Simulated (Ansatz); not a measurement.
**GdSi3 (AuCu3 type): equation of state**

The task here is to estimate one member of a computed series from the others.

Method: DFT PBE+U (U_eff = 6 eV on Gd 4f), scalar-relativistic, plane waves, PAW, in Ansatz 0.2.0.

1 further run of the same task is left out (it didn't finish).

## The starting structure

It takes space group P4/mmm (No. 123, tetragonal). Conventional cell: a = 4.168 Å, b = 4.168 Å, c = 4.156 Å, α = 90.00°, β = 90.00°, γ = 90.00°. Gd (site symmetry 4/mmm) is surrounded by 12 Si at 2.94 to 2.95 Å. Si (site symmetry mmm) has 4 Gd at 2.94 Å and 8 Si at 2.94 to 2.95 Å as nearest neighbours. Around Si (site symmetry 4/mmm) lie 8 Si at 2.94 Å and 4 Gd at 2.95 Å.

As a file:

```xyz
8
Lattice="4.1680 0.0000 0.0000 0.0000 4.1680 0.0000 0.0000 0.0000 8.3119" Properties=species:S:1:pos:R:3 pbc="T T T"
Gd    0.0000    0.0000    0.0000
Si    0.0000    2.0840    2.0780
Si    2.0840    2.0840    0.0000
Si    2.0840    0.0000    2.0780
Gd    0.0000    0.0000    4.1560
Si    0.0000    2.0840    6.2340
Si    2.0840    2.0840    4.1560
Si    2.0840    0.0000    6.2340
```

An earlier run at PBE+U (U_eff = 6 eV on Gd 4f) left this cell at 18.049 Å³/atom and 0.00 GPa (8×8×4 mesh). The large moments point both ways and cancel.

Volume factors to run: 0.980, 1.020, 0.960, 1.040, 1.070, 1.100, 0.945.

Set-up of the first run:

input.yaml reads:

```yaml
crystal:
  lattice:
    - [4.1400064172, 0.0, 0.0]
    - [0.0, 4.1400064172, 0.0]
    - [0.0, 0.0, 8.2561601443]
  atoms:
    - { symbol: Gd, position: [0.0, 0.0, 0.0], spin: 7.75 }
    - { symbol: Si, position: [0.0, 0.5, 0.2499998424] }
    - { symbol: Si, position: [0.5, 0.5, 0.0] }
    - { symbol: Si, position: [0.5, 0.0, 0.2499998424] }
    - { symbol: Gd, position: [0.0, 0.0, 0.5], spin: -7.75 }
    - { symbol: Si, position: [0.0, 0.5, 0.7500001576] }
    - { symbol: Si, position: [0.5, 0.5, 0.5] }
    - { symbol: Si, position: [0.5, 0.0, 0.7500001576] }
basis:
  ecutwfc: 420
  ecutrho_ratio: 4
kpoints:
  mp_grid: { grid: [8, 8, 4] }
hamiltonian:
  xc: pbe
  hubbard:
    sites:
      - { species: Gd, l: f, u_eff: 6.0, starting_ns: start.occupation_matrices }
    ns_hold: { iters: 6 }
scf:
  occupations: { method: gaussian, width: 0.05 }
  lower_state_search: "off"
output:
  forces: true
  stress: true
  eigenvalues: true
  populations: true
magnetization:
  spin_polarized: true
relax:
  f_tol: 0.01
  max_steps: 40
  cell: { stress_tol: 0.1, fix: [volume] }
```

The open shells start from the occupation matrices of the run at the neighbouring geometry (file start.occupation_matrices).

Started as:

```console
ansatz run input.yaml --threads 2 --pin off --max-ram 2662MiB --backend cpu --events-out ev --progress --plain --runs-dir out
```

Among the steps run: Volume × 0.980; Volume × 1.020; Scaling the volume by 0.960; Scaling the volume by 1.040; At 1.070 of the relaxed volume; At 1.100 of the relaxed volume; Scaling the volume by 0.945.

One table of the session follows, with a row left open; its other results are not shown here.

It belongs to the step «Energy and pressure against volume». 

```
volume (Å³/atom)  energy (meV/atom)  pressure (GPa)  moment of atom 1 (μB)
          17.057              15.18            5.16                   7.03
          17.327                  ?               ?                      ?
          17.688               1.91            1.71                   7.04
          18.049               0.00            0.00                   7.05
          18.410               1.76           -1.56                   7.05
          18.771               6.86           -2.97                   7.06
          19.313              20.16           -4.85                   7.07
          19.854              39.42           -6.46                   7.07
```

Estimate the missing values for volume (Å³/atom) = 17.327.

Worked estimate for «energy (meV/atom)». A straight line through the neighbours (17.057, 15.18) and (17.688, 1.91) gives 15.18 + (1.91 − 15.18) × (17.327 − 17.057) / (17.688 − 17.057) = 9.50; a parabola fitted to 3 rows on both sides gives 7.96.

The run gave: energy (meV/atom): 7.83; pressure (GPa): 3.60; moment of atom 1 (μB): 7.03. In «energy (meV/atom)» the line misses by +1.67 and the parabola by +0.13.

Limits of these values: Warnings in the runs' records: filled band counts differ across k points, anti translation declined, stability check not made.
